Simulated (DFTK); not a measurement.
Input of a DFTK 0.8.2 run:

Contents of run.jl:

```julia
using DFTK
using PseudoPotentialData
using Unitful, UnitfulAtomic
using LinearAlgebra, Printf
include("save.jl")
disable_threading()

# lattice vectors are the columns
lattice = austrip(1u"Å") * [       3.05413       -1.52707            0.0;
                      0.0        2.64496            0.0;
                      0.0            0.0        5.82802]
symbols   = [:Al, :In]
positions = [[0.0, 0.0, 0.0],
             [0.0, 0.0, 0.5]]
pseudopotentials = PseudoFamily("dojo.nc.sr.pbe.v0_4_1.standard.upf")
elements = Dict(s => ElementPsp(s, pseudopotentials) for s in unique(symbols))
atoms    = [elements[s] for s in symbols]

build_model(lattice, positions; symmetries=true) =
    model_DFT(lattice, atoms, positions;
              functionals=PBE(),
              temperature=austrip(0.05u"eV"),
              smearing=Smearing.FermiDirac(),
              symmetries)
Ecut  = 35.0  # hartree
kgrid = [10, 10, 5]
tol   = 1e-6
to_GPa = ustrip(uconvert(u"GPa", 1u"hartree/bohr^3"))

model = build_model(lattice, positions)
basis = PlaneWaveBasis(model; Ecut, kgrid)
display(basis)
scfres = self_consistent_field(basis;
                               tol,
                               nbandsalg=AdaptiveBands(model; n_bands_converge=13))
display(scfres.energies)
@printf "Fermi level: %.6f eV\n" ustrip(auconvert(u"eV", something(scfres.εF, NaN)))
forces = compute_forces_cart(scfres)
println("Forces (eV/Å)")
for (s, f) in zip(symbols, forces)
    @printf "%-3s %12.6f %12.6f %12.6f\n" s ustrip.(auconvert.(u"eV/Å", f))...
end
stress = compute_stresses_cart(scfres)
println("Stress (GPa)")
display(round.(stress * to_GPa; digits=4))
println("Levels at the first k-point (eV): ", round.(ustrip.(auconvert.(u"eV", scfres.eigenvalues[1][1:scfres.n_bands_converge])); digits=4))
save_scf!(scfres; forces, stress)
```

Potentials or basis: dojo.nc.sr.pbe.v0_4_1.standard.upf (PBE).

Command:

```sh
$ julia --threads=1 run.jl  # save.jl only writes the numbers to a file and isn't shown; printed stress counts tension as positive; times include loading and compiling
```

Q: Estimate the band gap on the k mesh.

A: None (metal or under the smearing width).

Q: What does it give for the pressure?

A: -0.2 GPa.

Stress tensor (GPa, compression positive):
```
 0.17  0.00  0.00
 0.00  0.17  0.00
 0.00  0.00 -0.88
```
